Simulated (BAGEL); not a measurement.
# C4H6O3 (acetic anhydride) at 4 levels

We compute a comparison of 4 runs (HF/STO-3G, B3LYP/6-31G*, PBE0/6-31G*, RI-MP2/6-31G*) of C4H6O3 (acetic anhydride). 

The results are computed with BAGEL 1.2.2.

5 further runs of the same task are left out: 3 that didn't finish, 2 set aside as unsound or not needed.

### 1 The structure to begin with

The species is C4H6O3 (13 atoms), meant as a singlet with charge 0. As SMILES, `CC(=O)OC(C)=O`. The shape is that of a PBE0-D4/def2-TZVP optimisation. This is one conformer, not always the lowest.

Bond lengths: C1–C2 1.492 Å, C2–O3 1.188 Å, C2–O4 1.383 Å, O4–C5 1.383 Å, C5–C6 1.492 Å, C5–O7 1.188 Å, C1–H8 1.091 Å, C1–H9 1.087 Å, C1–H10 1.093 Å, C6–H11 1.087 Å, C6–H12 1.093 Å, C6–H13 1.091 Å. Some angles: C1–C2–O3 126.9°, C1–C2–O4 110.1°, O3–C2–O4 122.9°, C2–O4–C5 120.4°, O4–C5–C6 110.1°, O4–C5–O7 122.9°, C6–C5–O7 126.9°, C2–C1–H8 110.2°, C2–C1–H9 109.7°, C2–C1–H10 109.0°.

### 2 The energy at HF/STO-3G (density fitting with cc-pvqz-jkfit) (run 1)

File hf.json:

```json
{ "bagel": [

{
  "title": "molecule",
  "basis": "sto-3g",
  "df_basis": "cc-pvqz-jkfit",
  "angstrom": true,
  "geometry": [
    { "atom": "C", "xyz": [       0.857960,      -0.726770,       2.094270 ] },
    { "atom": "C", "xyz": [       0.911310,      -0.692110,       0.603240 ] },
    { "atom": "O", "xyz": [       1.720180,      -1.211780,      -0.094310 ] },
    { "atom": "O", "xyz": [      -0.174950,       0.003410,       0.104800 ] },
    { "atom": "C", "xyz": [      -0.082270,       0.675940,      -1.099870 ] },
    { "atom": "C", "xyz": [      -1.420660,       0.737640,      -1.757230 ] },
    { "atom": "O", "xyz": [       0.928680,       1.160590,      -1.492300 ] },
    { "atom": "H", "xyz": [      -0.132890,      -1.037180,       2.429550 ] },
    { "atom": "H", "xyz": [       1.619340,      -1.403970,       2.472960 ] },
    { "atom": "H", "xyz": [       1.031400,       0.280880,       2.479800 ] },
    { "atom": "H", "xyz": [      -1.376110,       1.399130,      -2.618690 ] },
    { "atom": "H", "xyz": [      -1.707560,      -0.267800,      -2.074750 ] },
    { "atom": "H", "xyz": [      -2.174430,       1.082010,      -1.047460 ] }
  ]
},

{ "title": "hf" },

{ "title": "print", "file": "orbitals.molden", "orbitals": true }

]}
```

The run is started by

```bash
$ BAGEL_NUM_THREADS=1 BAGEL hf.json > hf.out
```

Log:

```text
* using 1 threads per process

  ===============================================================
  ===============================================================

  *** Geometry ***

  { "atom" : "C", "xyz" : [      1.621309,     -1.373396,      3.957597 ] },
  { "atom" : "C", "xyz" : [      1.722126,     -1.307898,      1.139958 ] },
  { "atom" : "O", "xyz" : [      3.250669,     -2.289932,     -0.178220 ] },
[... 9 lines of this table left out ...]
  { "atom" : "H", "xyz" : [     -4.109077,      2.044703,     -1.979413 ] },

  Number of auxiliary basis functions:     1048

  Since a DF basis is specified, we compute 2- and 3-index integrals:
    o Being stored without compression. Storage requirement is 0.014 GB

  Number of basis functions:       41
  Number of electrons      :       54

    * METHOD: MOLECULE                             1.25

  *** RHF ***

  === Nuclear Repulsion ===
   303.8555283914

      * DIIS with orbital gradients will be used.

  === RHF iteration (sto-3g) ===
      0       -374.32859176          0.02445892           0.10
      1       -374.49972681          0.01815591           0.10
      2       -374.62498779          0.00235115           0.10
[... 10 lines of this table left out ...]
     13       -374.63023959          0.00000001           0.10
    * SCF iteration converged.

    * Permanent dipole moment:
           (    0.843851,    -0.016204,    -0.505452) a.u.

    * METHOD: HF                                   1.63

    * METHOD: PRINT                                0.00

  ===============================================================
```

Run time: 3.3 s. Hardware: 1 thread of Arm Neoverse V2, shared host; peak memory 0.13 GiB.

### 3 The energy at B3LYP/6-31G(d) (density fitting with cc-pvqz-jkfit, spherical functions) (run 2)

File dft.json:

```json
{ "bagel" : [

{
  "title" : "molecule",
  "basis" : "6-31gs.json",
  "df_basis" : "cc-pvqz-jkfit",
  "angstrom" : "true",
  "geometry" : [
    { "atom" : "C", "xyz" : [       0.857960,      -0.726770,       2.094270 ] },
    { "atom" : "C", "xyz" : [       0.911310,      -0.692110,       0.603240 ] },
    { "atom" : "O", "xyz" : [       1.720180,      -1.211780,      -0.094310 ] },
    { "atom" : "O", "xyz" : [      -0.174950,       0.003410,       0.104800 ] },
    { "atom" : "C", "xyz" : [      -0.082270,       0.675940,      -1.099870 ] },
    { "atom" : "C", "xyz" : [      -1.420660,       0.737640,      -1.757230 ] },
    { "atom" : "O", "xyz" : [       0.928680,       1.160590,      -1.492300 ] },
    { "atom" : "H", "xyz" : [      -0.132890,      -1.037180,       2.429550 ] },
    { "atom" : "H", "xyz" : [       1.619340,      -1.403970,       2.472960 ] },
    { "atom" : "H", "xyz" : [       1.031400,       0.280880,       2.479800 ] },
    { "atom" : "H", "xyz" : [      -1.376110,       1.399130,      -2.618690 ] },
    { "atom" : "H", "xyz" : [      -1.707560,      -0.267800,      -2.074750 ] },
    { "atom" : "H", "xyz" : [      -2.174430,       1.082010,      -1.047460 ] }
  ]
},

{
  "title" : "ks",
  "xc_func" : "b3lyp"
},

{
  "title" : "print",
  "file" : "orbitals.molden",
  "orbitals" : "true"
}

]}
```

The basis set 6-31G* is read from a file made from the Basis Set Exchange's data (not shown).

The run is started by

```bash
$ BAGEL_NUM_THREADS=1 BAGEL dft.json > dft.out
```

Log:

```text
* using 1 threads per process

  ===============================================================
  ===============================================================

  *** Geometry ***

  { "atom" : "C", "xyz" : [      1.621309,     -1.373396,      3.957597 ] },
  { "atom" : "C", "xyz" : [      1.722126,     -1.307898,      1.139958 ] },
  { "atom" : "O", "xyz" : [      3.250669,     -2.289932,     -0.178220 ] },
[... 9 lines of this table left out ...]
  { "atom" : "H", "xyz" : [     -4.109077,      2.044703,     -1.979413 ] },

  Number of auxiliary basis functions:     1048

  Since a DF basis is specified, we compute 2- and 3-index integrals:
    o Being stored without compression. Storage requirement is 0.101 GB

  Number of basis functions:      110
  Number of electrons      :       54

    * METHOD: MOLECULE                             1.44

  *** Kohn-Sham DFT ***

    * Removing 27411 points whose weight is below 1.00e-10
    * Grid points: 166367

  === Nuclear Repulsion ===
   303.8555283914

       - DIIS with orbital gradients will be used.

  === KS iteration (b3lyp / 6-31gs.json) ===
      0       -314.52710993          0.13078599           0.92
      1       -255.86647327          0.14725355           0.91
      2       -309.95211336          0.16078861           0.91
[... 20 lines of this table left out ...]
     23       -381.72000082          0.00000000           0.92
    * SCF iteration converged.

    * Permanent dipole moment:
           (    1.239027,    -0.023895,    -0.742105) a.u.

    * METHOD: KS                                  23.28

    * METHOD: PRINT                                0.02

  ===============================================================
```

Wall time 25 s (1 thread of Arm Neoverse V2, shared host); peak memory 0.86 GiB.

Run 3 isn't shown in full; the table further down has it.

### 4 A single-point energy at RI-MP2/6-31G(d) (density fitting with cc-pvqz-jkfit, spherical functions) (run 4)

File input.json:

```json
{ "bagel" : [

{
  "title" : "molecule",
  "basis" : "6-31gs.json",
  "df_basis" : "cc-pvqz-jkfit",
  "angstrom" : true,
  "geometry" : [
    { "atom" : "C", "xyz" : [       0.857960,      -0.726770,       2.094270 ] },
    { "atom" : "C", "xyz" : [       0.911310,      -0.692110,       0.603240 ] },
    { "atom" : "O", "xyz" : [       1.720180,      -1.211780,      -0.094310 ] },
    { "atom" : "O", "xyz" : [      -0.174950,       0.003410,       0.104800 ] },
    { "atom" : "C", "xyz" : [      -0.082270,       0.675940,      -1.099870 ] },
    { "atom" : "C", "xyz" : [      -1.420660,       0.737640,      -1.757230 ] },
    { "atom" : "O", "xyz" : [       0.928680,       1.160590,      -1.492300 ] },
    { "atom" : "H", "xyz" : [      -0.132890,      -1.037180,       2.429550 ] },
    { "atom" : "H", "xyz" : [       1.619340,      -1.403970,       2.472960 ] },
    { "atom" : "H", "xyz" : [       1.031400,       0.280880,       2.479800 ] },
    { "atom" : "H", "xyz" : [      -1.376110,       1.399130,      -2.618690 ] },
    { "atom" : "H", "xyz" : [      -1.707560,      -0.267800,      -2.074750 ] },
    { "atom" : "H", "xyz" : [      -2.174430,       1.082010,      -1.047460 ] }
  ]
},

{
  "title" : "hf"
},

{
  "title" : "mp2",
  "ncore" : 7
}

]}
```

The basis set 6-31G* is read from a file made from the Basis Set Exchange's data (not shown).

The run is started by

```bash
$ BAGEL_NUM_THREADS=1 BAGEL input.json > input.out
```

Log:

```text
* using 1 threads per process

  ===============================================================
  ===============================================================

  *** Geometry ***

  { "atom" : "C", "xyz" : [      1.621309,     -1.373396,      3.957597 ] },
  { "atom" : "C", "xyz" : [      1.722126,     -1.307898,      1.139958 ] },
  { "atom" : "O", "xyz" : [      3.250669,     -2.289932,     -0.178220 ] },
[... 9 lines of this table left out ...]
  { "atom" : "H", "xyz" : [     -4.109077,      2.044703,     -1.979413 ] },

[... 23 lines left out ...]
    * SCF iteration converged.
[... 1 line left out ...]
    * Permanent dipole moment:
[... 2 lines left out ...]
    * METHOD: HF                                   5.67

  *** RHF ***

  === Nuclear Repulsion ===
   303.8555283914

      * DIIS with orbital gradients will be used.

  === RHF iteration (6-31gs.json) ===
      0       -379.58006800          0.00000000           0.32
    * SCF iteration converged.

    * Permanent dipole moment:
           (    1.427058,    -0.027445,    -0.854784) a.u.

  === DF-MP2 calculation ===

    * freezing 7 orbitals
    * 3-index integral transformation done
    * assembly done

      MP2 correlation energy:   -1.0215323079      0.29

      MP2 total energy:       -380.6016003043

    * METHOD: MP2                                  0.96

  ===============================================================
```

Run time: 8.4 s. Hardware: 1 thread of Arm Neoverse V2, shared host; peak memory 0.32 GiB.

### 5 Overview of the runs

```csv
run,level,frozen core orbitals,energy (Eh),dipole moment (D),HOMO energy (eV),LUMO energy (eV),wall time
1,HF/STO-3G (density fitting with cc-pvqz-jkfit),–,-374.630240,2.50,-9.24,7.63,3.3 s
2,"B3LYP/6-31G* (density fitting with cc-pvqz-jkfit, spherical functions)",–,-381.720001,3.67,-7.48,-0.62,25 s
3,"PBE0/6-31G* (density fitting with cc-pvqz-jkfit, spherical functions)",–,-381.300170,3.71,-7.81,-0.40,24 s
4,"RI-MP2/6-31G* (density fitting with cc-pvqz-jkfit, spherical functions)",7,-380.601600,–,–,–,8.4 s
```

### 6 Outcome

```
                                          quantity          value
                               run 4: total energy  -380.60160 Eh
run 4: correlation energy (7 core orbitals frozen)    -1021.5 mEh
```

What this shows: Over runs 1, 2, 3 the dipole moment (its size) runs from 2.50 D (HF/STO-3G) to 3.71 D (PBE0/6-31G*). The two ends differ in method and basis. Over runs 1, 2, 3 the HOMO–LUMO gap runs from 6.86 eV (B3LYP/6-31G*) to 16.87 eV (HF/STO-3G). Totals of different functionals can't be ranked against each other. In run 1 the basis is minimal, so the values are rough. All runs together took 61 s, the longest 25 s.
